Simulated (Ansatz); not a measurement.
**Si: further runs on the relaxed cell**

An exercise on one series of results from a longer session: the logs are not shown, and one member is left open.

The COD entry's cell or inner coordinates are ideal or old and differ from later refinements, so a difference from it is no clean test against experiment.

Program: Ansatz 0.2.0. Level of theory: DFT HSE06, scalar-relativistic, plane waves, PAW. These are calculated values, not measurements.

1 further run of the same task is left out (set aside as unsound or not needed).

## The structure to begin with

The structure is cubic, space group Fd-3m (No. 227). The conventional cell has a = 5.441 Å, b = 5.441 Å, c = 5.441 Å, α = 90.00°, β = 90.00°, γ = 90.00°. Si (site symmetry -43m) has 4 Si at 2.36 Å as nearest neighbours.

As a file:

```cif
data_structure
_symmetry_space_group_name_H-M 'Fd-3m:1'
_symmetry_Int_Tables_number 227
_cell_length_a 5.4407
_cell_length_b 5.4407
_cell_length_c 5.4407
_cell_angle_alpha 90.000
_cell_angle_beta 90.000
_cell_angle_gamma 90.000
_cell_volume 161.05
loop_
_atom_site_label
_atom_site_type_symbol
_atom_site_symmetry_multiplicity
_atom_site_Wyckoff_symbol
_atom_site_fract_x
_atom_site_fract_y
_atom_site_fract_z
_atom_site_occupancy
Si1 Si 8 a 0.25000 0.25000 0.25000 1
```

This cell was relaxed beforehand with the same method: volume 20.13 Å³/atom, gap on the mesh 1.29 eV.

Set-up of the first run:

input.yaml reads:

```yaml
crystal:
  lattice:
    - [0.0, 2.6928655607, 2.6928655607]
    - [2.6928655607, 0.0, 2.6928655607]
    - [2.6928655607, 2.6928655607, 0.0]
  atoms:
    - { symbol: Si, position: [0.75, 0.75, 0.75] }
    - { symbol: Si, position: [0.5, 0.5, 0.5] }
basis:
  ecutwfc: 420
kpoints:
  mp_grid: { grid: [6, 6, 6] }
hamiltonian:
  xc: hse06
scf:
  occupations: { method: gaussian, width: 0.02 }
output:
  forces: true
  stress: true
  eigenvalues: true
  write_density: true
  write_potential: true
  elf: true
  volumetric_format: npy
```

Launch:

```console
$ ansatz run input.yaml --threads 4 --pin off --max-ram 10240MiB --backend cpu --events-out ev --progress --plain --runs-dir out
```

Among the steps run: Volume × 0.97; The cell scaled to 1.03 of its volume; Volume × 0.94; Volume × 1.06.

One table of the session follows, with a row left open; its other results are not shown here.

It belongs to the step «Energy against volume». 

| volume (Å³/atom) | energy above the lowest point (meV/atom) | pressure (GPa) | gap on the mesh (eV) |
| --- | --- | --- | --- |
| 18.923 | 24.8 | 6.93 | 1.16 |
| 19.527 | ? | ? | ? |
| 20.131 | 0.0 | 0.00 | 1.29 |
| 20.735 | 5.3 | -2.73 | 1.35 |
| 21.339 | 20.1 | -5.08 | 1.38 |

Estimate the missing values for volume (Å³/atom) = 19.527.

Worked estimate for «energy above the lowest point (meV/atom)». A straight line through the neighbours (18.923, 24.8) and (20.131, 0.0) gives 24.8 + (0.0 − 24.8) × (19.527 − 18.923) / (20.131 − 18.923) = 12.4; a parabola fitted to 3 rows on both sides gives 6.5.

The run gave: energy above the lowest point (meV/atom): 5.9; pressure (GPa): 3.20; gap on the mesh (eV): 1.23. In «energy above the lowest point (meV/atom)» the line misses by +6.5 and the parabola by +0.6.

To keep in mind: Warnings in the runs' records: stress exchange threshold loose, stress scf threshold loose.
